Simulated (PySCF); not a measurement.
**A diatomic session: TlO+**

The task here is to estimate one member of a computed series from the others.

Method: Tl aug-cc-pVDZ-PP with ECP60, O aug-cc-pVDZ, scalar-relativistic core potentials; program: PySCF 2.14.0.

Set-up of the first run:

A driver script around PySCF takes these settings:

```
atoms                         : Tl, O
charge                        : 1
basis                         : Tl aug-cc-pVDZ-PP with ECP60, O aug-cc-pVDZ
Hamiltonian                   : scalar-relativistic core potentials
basis functions               : 55
electrons treated             : 28
masses in u                   : 204.9744, 15.9949
levels                        : PBE0, PBE, r²SCAN, BP86, r²SCANh, TPSS, CAM-B3LYP, HF, MP2, SCS-MP2, CCSD, CCSD(T)
grid                          : 80 radial by 434 angular points
occupations                   : held fixed by the projection of orbital angular momentum
dissociation limit            : Tl+ + O, each in its ground configuration
starting distance in angstrom : 2.130
values of 2S to try           : 0, 2
```

Launch:

```sh
$ OMP_NUM_THREADS=1 python dia.py task.json out
```

Among the steps run: Input; PBE0 along the bond; Excited determinants; PBE; r²SCAN; BP86; r²SCANh (hybrid meta-GGA); TPSS; CAM-B3LYP; UHF (mean field); MP2 and coupled cluster.

One of the session's tables, all rows but one given; the rest of the session is left out.

Energy (eV) from each level's lowest point:

```
R (Å)    UHF  UHF-MP2  UHF-SCS-MP2  UHF-CCSD  UHF-CCSD(T)
2.600  0.224    0.147        0.162       n/a          n/a
2.721  0.123    0.068        0.078     0.074        0.067
2.842  0.062    0.025        0.031     0.028        0.024
2.932      ?        ?            ?         ?            ?
3.023  0.015    0.001        0.003     0.002        0.001
3.114  0.005    0.000        0.000     0.000        0.000
3.235  0.000    0.005        0.003     0.004        0.006
3.386  0.002    0.018        0.014     0.016        0.019
3.567  0.010    0.036        0.030     0.033        0.037
3.809  0.025    0.060        0.053       n/a          n/a
```

Q: Estimate the row for R (Å) = 2.932 from the others.

Worked estimate for «UHF». A straight line through the neighbours (2.842, 0.062) and (3.023, 0.015) gives 0.062 + (0.015 − 0.062) × (2.932 − 2.842) / (3.023 − 2.842) = 0.039; a parabola fitted to 4 rows on both sides gives 0.033.

**Answer.** UHF: 0.033; UHF-MP2: 0.008; UHF-SCS-MP2: 0.012; UHF-CCSD: 0.010; UHF-CCSD(T): 0.008. In «UHF» the line misses by +0.006 and the parabola by 0.000.

Limits of these values: The bond is weak, and basis-set superposition, which was not computed, may be a sizeable part of it.
